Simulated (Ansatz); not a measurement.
# Zn2GeN: the cost of one run

Computed with Ansatz 0.2.0 (DFT PBE, scalar-relativistic, plane waves, PAW, unless a step's input says otherwise).

3 further runs of the same task are left out: 2 that didn't finish, 1 set aside as unsound or not needed.

### 1 The system as given

Symmetry: R-3m, No. 166, trigonal system. The conventional cell has a = 4.735 Å, b = 4.735 Å, c = 9.053 Å, α = 90.00°, β = 90.00°, γ = 120.00°. Zn (site symmetry 3m) is surrounded by 1 N at 1.88 Å. Ge (site symmetry -3m) is surrounded by 8 Zn at 2.64 to 2.76 Å. N (site symmetry -3m) has 2 Zn at 1.88 Å as nearest neighbours.

Coordinates:

```cif
data_structure
_symmetry_space_group_name_H-M 'P 1'
_symmetry_Int_Tables_number 1
_cell_length_a 4.0717
_cell_length_b 4.0717
_cell_length_c 4.0717
_cell_angle_alpha 71.103
_cell_angle_beta 71.103
_cell_angle_gamma 71.103
_cell_volume 58.59
loop_
_atom_site_label
_atom_site_type_symbol
_atom_site_fract_x
_atom_site_fract_y
_atom_site_fract_z
_atom_site_occupancy
Zn1 Zn 0.20818 0.20818 0.20818 1
Zn2 Zn 0.79182 0.79182 0.79182 1
Ge1 Ge 0.50000 0.50000 0.50000 1
N1 N 0.00000 0.00000 0.00000 1
```

The cell is invented: random cell by space group and Wyckoff sites (R-3m, No. 166). Its size is a rough estimate.

### 2 A first look at the guess

The input, input.yaml:

```yaml
crystal:
  lattice:
    - [2.36743743, 1.36684064, 3.01759397]
    - [-2.36743743, 1.36684064, 3.01759397]
    - [0.0, -2.73368127, 3.01759397]
  atoms:
    - { symbol: Zn, position: [0.20817804, 0.20817804, 0.20817804] }
    - { symbol: Zn, position: [0.79182196, 0.79182196, 0.79182196] }
    - { symbol: Ge, position: [0.5, 0.5, 0.5] }
    - { symbol: "N", position: [0.0, 0.0, 0.0] }
basis:
  ecutwfc: 420
kpoints:
  mp_grid: { grid: [6, 6, 6] }
hamiltonian:
  xc: pbe
scf:
  occupations: { method: gaussian, width: 0.1 }
  lower_state_search: "off"
output:
  forces: true
  stress: true
  eigenvalues: true
```

Command:

```bash
$ ansatz run input.yaml --threads 1 --pin off --max-ram 2560MiB --backend cpu --events-out ev --progress --plain --runs-dir out
```

What time and memory should one allow on 1 thread of Arm Neoverse V1, shared host?

About 3.5 s, with a peak of 0.35 GiB.
